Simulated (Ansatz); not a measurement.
# Pb2O: properties at the relaxed cell

An exercise on one series of results from a longer session: the logs are not shown, and one member is left open.

Program: Ansatz 0.2.0. Level of theory: DFT PBEsol, scalar-relativistic, plane waves, PAW. These are calculated values, not measurements.

1 further run of the same task is left out (set aside as unsound or not needed).

## The starting structure

Symmetry: Pn-3m, No. 224, cubic system. Conventional cell: a = 5.380 Å, b = 5.380 Å, c = 5.380 Å, α = 90.00°, β = 90.00°, γ = 90.00°. Pb (site symmetry -3m) is surrounded by 2 O at 2.33 Å. O (site symmetry -43m) has 4 Pb at 2.33 Å in its first shell of neighbours.

Coordinates:

```
Pb O
1.0
     5.38000    0.00000    0.00000
     0.00000    5.38000    0.00000
     0.00000    0.00000    5.38000
Pb O
4 2
Direct
  0.25000 0.25000 0.25000
  0.75000 0.75000 0.25000
  0.25000 0.75000 0.75000
  0.75000 0.25000 0.75000
  0.00000 0.00000 0.00000
  0.50000 0.50000 0.50000
```

This cell was relaxed beforehand with the same method: volume 25.95 Å³/atom, gap on the mesh none (metal).

The first run:

input.yaml reads:

```yaml
crystal:
  lattice:
    - [5.38, 0.0, 0.0]
    - [0.0, 5.38, 0.0]
    - [0.0, 0.0, 5.38]
  atoms:
    - { symbol: Pb, position: [0.25, 0.25, 0.25] }
    - { symbol: Pb, position: [0.75, 0.75, 0.25] }
    - { symbol: Pb, position: [0.25, 0.75, 0.75] }
    - { symbol: Pb, position: [0.75, 0.25, 0.75] }
    - { symbol: O, position: [0.0, 0.0, 0.0] }
    - { symbol: O, position: [0.5, 0.5, 0.5] }
basis:
  ecutwfc: 420
kpoints:
  mp_grid: { grid: [8, 8, 8] }
  band_path:
    path:
      - [[0.0, 0.0, 0.0], [0.0, 0.5, 0.0], [0.5, 0.5, 0.0], [0.0, 0.0, 0.0], [0.5, 0.5, 0.5], [0.0, 0.5, 0.0]]
      - [[0.5, 0.5, 0.5], [0.5, 0.5, 0.0]]
    npoints: 14
hamiltonian:
  xc: pbesol
scf:
  occupations: { method: gaussian, width: 0.1 }
  n_extra_bands: 15
output:
  forces: true
  stress: true
  eigenvalues: true
  populations: true
  dos: { projected: true, de: 0.02, nscf_kmesh: { grid: [12, 12, 12] } }
  bader: true
  write_density: true
  write_potential: true
  elf: true
  volumetric_format: npy
```

Started as:

```sh
$ ansatz run input.yaml --threads 1 --pin off --max-ram 2560MiB --backend cpu --events-out ev --progress --plain --runs-dir out
```

Among the steps run: Electronic structure at the relaxed geometry; The cell as listed, for comparison; Point at V/V0 = 0.97; Volume × 1.03; Volume × 0.94; The cell scaled to 1.06 of its volume; Point at V/V0 = 0.91; Point at V/V0 = 1.10; The cell scaled to 0.88 of its volume.

One table of the session follows, with a row left open; its other results are not shown here.

It belongs to the step «Fit of the equation of state». 

```
volume (Å³/atom)  energy above the lowest point (meV/atom)  pressure (GPa)
          22.839                                      78.8            9.15
          23.618                                      41.6            6.26
          24.396                                      17.3            3.81
          25.175                                         ?               ?
          25.953                                       0.0           -0.05
          26.732                                       4.0           -1.56
          27.511                                      14.8           -2.84
          28.549                                      38.0           -4.26
```

**Question.** Estimate the row for volume (Å³/atom) = 25.175.

Worked estimate for «energy above the lowest point (meV/atom)». A straight line through the neighbours (24.396, 17.3) and (25.953, 0.0) gives 17.3 + (0.0 − 17.3) × (25.175 − 24.396) / (25.953 − 24.396) = 8.6; a parabola fitted to 4 rows on both sides gives 3.9.

The run gave: energy above the lowest point (meV/atom): 4.0; pressure (GPa): 1.73. In «energy above the lowest point (meV/atom)» the line misses by +4.6 and the parabola by -0.1.
